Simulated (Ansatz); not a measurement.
**C10H23P: small, medium and large basis sets**

The task here is to estimate one member of a computed series from the others.

Method: one geometry, several basis sets; program: Ansatz 0.2.0, Gaussian basis.

Levels to be run: PBE0-D4/def2-SVP; ωB97M-V/def2-SVP; PBE0-D4/def2-QZVPP; ωB97M-V/def2-QZVPP; the functionals' def2-TZVPP values are taken from earlier runs.

## The relaxed structure

An earlier PBE0-D4 in a triple-zeta def2 set relaxation fixed the geometry.

SMILES `CCP(C(C)(C)C)C(C)(C)C`, 34 atoms, charge 0, spin multiplicity 1.

Atoms are counted from 1 here; the program's logs count them from 0.

Bond lengths: C1–C2 1.523 Å, C1–H12 1.092 Å, C1–H13 1.091 Å, C1–H14 1.094 Å, C2–P3 1.856 Å, C2–H15 1.095 Å, C2–H16 1.093 Å, P3–C4 1.890 Å, P3–C8 1.889 Å, C4–C5 1.532 Å, C4–C6 1.526 Å, C4–C7 1.526 Å, C5–H17 1.095 Å, C5–H18 1.093 Å, C5–H19 1.092 Å, C6–H20 1.093 Å, C6–H21 1.095 Å, C6–H22 1.091 Å and more. Angles: C2–C1–H12 110.6°, C2–C1–H13 112.2°, C2–C1–H14 110.9°, H12–C1–H13 107.2°, H12–C1–H14 108.1°, H13–C1–H14 107.7°, C1–C2–P3 113.4°, C1–C2–H15 111.1°, C1–C2–H16 108.6°, P3–C2–H15 111.0°, P3–C2–H16 106.5°, H15–C2–H16 106.0°, C2–P3–C4 100.7°, C2–P3–C8 102.8°, C4–P3–C8 109.7°, P3–C4–C5 103.9°, P3–C4–C6 109.6°, P3–C4–C7 117.0° and more.

Coordinates:

```xyz
34

C    -1.53001   -1.20124   -2.54551
C    -0.87264   -0.08950   -1.73904
P    -0.63106   -0.52082    0.05015
C    -0.84495    1.17740    0.85131
C    -2.36309    1.37828    0.88948
C    -0.34205    1.13036    2.29098
C    -0.21394    2.36628    0.13290
C     1.18574   -1.03242    0.11510
C     1.34188   -2.13563   -0.93305
C     2.21758    0.05249   -0.16118
C     1.44948   -1.66078    1.48380
H    -2.49323   -1.47533   -2.10945
H    -0.92032   -2.10544   -2.57408
H    -1.70300   -0.88478   -3.57806
H     0.07088    0.22401   -2.19736
H    -1.52329    0.78800   -1.76095
H    -2.59541    2.33392    1.37190
H    -2.80245    1.40182   -0.11128
H    -2.85432    0.58084    1.45121
H    -0.72575    0.25603    2.82340
H    -0.68077    2.02368    2.82679
H     0.74790    1.11362    2.34340
H    -0.48616    3.29066    0.65534
H     0.87340    2.31158    0.11093
H    -0.56688    2.46301   -0.89546
H     2.32667   -2.60151   -0.82194
H     1.27440   -1.74840   -1.95148
H     0.58720   -2.91738   -0.81041
H     2.25294    0.79529    0.63704
H     3.21490   -0.39734   -0.22940
H     2.02876    0.57146   -1.10403
H     2.45690   -2.09110    1.50225
H     1.38569   -0.93619    2.29559
H     0.73501   -2.46086    1.69111
```

The first run:

Input file in.yaml:

```yaml
crystal:
  periodic: [false, false, false]
  atoms:
    - {symbol: C, position_ang: [-1.530009, -1.201236, -2.545513]}
    - {symbol: C, position_ang: [-0.872637, -0.089503, -1.739037]}
    - {symbol: P, position_ang: [-0.631064, -0.520823, 0.050154]}
    - {symbol: C, position_ang: [-0.844952, 1.177401, 0.851312]}
    - {symbol: C, position_ang: [-2.363086, 1.378278, 0.889485]}
    - {symbol: C, position_ang: [-0.342051, 1.130359, 2.290982]}
    - {symbol: C, position_ang: [-0.213940, 2.366281, 0.132895]}
    - {symbol: C, position_ang: [1.185737, -1.032419, 0.115096]}
    - {symbol: C, position_ang: [1.341884, -2.135631, -0.933053]}
    - {symbol: C, position_ang: [2.217583, 0.052488, -0.161176]}
    - {symbol: C, position_ang: [1.449477, -1.660779, 1.483804]}
    - {symbol: H, position_ang: [-2.493233, -1.475332, -2.109453]}
    - {symbol: H, position_ang: [-0.920320, -2.105442, -2.574081]}
    - {symbol: H, position_ang: [-1.703002, -0.884780, -3.578061]}
    - {symbol: H, position_ang: [0.070884, 0.224006, -2.197360]}
    - {symbol: H, position_ang: [-1.523290, 0.787997, -1.760948]}
    - {symbol: H, position_ang: [-2.595414, 2.333919, 1.371896]}
    - {symbol: H, position_ang: [-2.802445, 1.401818, -0.111284]}
    - {symbol: H, position_ang: [-2.854319, 0.580840, 1.451206]}
    - {symbol: H, position_ang: [-0.725748, 0.256027, 2.823395]}
    - {symbol: H, position_ang: [-0.680774, 2.023679, 2.826785]}
    - {symbol: H, position_ang: [0.747900, 1.113621, 2.343404]}
    - {symbol: H, position_ang: [-0.486155, 3.290659, 0.655340]}
    - {symbol: H, position_ang: [0.873395, 2.311584, 0.110927]}
    - {symbol: H, position_ang: [-0.566879, 2.463010, -0.895462]}
    - {symbol: H, position_ang: [2.326667, -2.601511, -0.821940]}
    - {symbol: H, position_ang: [1.274402, -1.748405, -1.951483]}
    - {symbol: H, position_ang: [0.587205, -2.917378, -0.810405]}
    - {symbol: H, position_ang: [2.252937, 0.795295, 0.637041]}
    - {symbol: H, position_ang: [3.214900, -0.397336, -0.229401]}
    - {symbol: H, position_ang: [2.028765, 0.571463, -1.104026]}
    - {symbol: H, position_ang: [2.456904, -2.091099, 1.502249]}
    - {symbol: H, position_ang: [1.385692, -0.936195, 2.295590]}
    - {symbol: H, position_ang: [0.735008, -2.460855, 1.691113]}
basis:
  gaussian: {orbitals: def2-SVP}
hamiltonian: {xc: pbe0, dispersion: d4}
output: {orbitals: {seedname: orbitals}}
```

Run with:

```sh
$ ansatz run in.yaml --threads 11 --pin off --events-out ev --progress --plain --max-ram 174080MiB --backend cuda --devices 0, --max-vram 75GiB
```

Among the steps run: PBE0-D4 in def2-SVP; ωB97M-V in def2-SVP; PBE0-D4 in def2-QZVPP; ωB97M-V in def2-QZVPP.

One of the session's tables, all rows but one given; the rest of the session is left out.

It belongs to the step «Density functionals: the series». 

| functional | basis | HOMO (eV) | LUMO (eV) |
| --- | --- | --- | --- |
| PBE0-D4 | def2-SVP | -5.91 | 1.53 |
| PBE0-D4 | def2-TZVPP | -5.99 | 0.98 |
| PBE0-D4 | def2-QZVPP | -6.01 | 0.49 |
| ωB97M-V | def2-SVP | -8.08 | 3.19 |
| ωB97M-V | def2-TZVPP | ? | ? |
| ωB97M-V | def2-QZVPP | -8.18 | 1.58 |

Q: Estimate the row for ωB97M-V, def2-TZVPP from the others.

As computed: HOMO (eV): -8.17; LUMO (eV): 2.42. In the column «HOMO (eV)» it lies between ωB97M-V, def2-QZVPP (-8.18) and ωB97M-V, def2-SVP (-8.08).
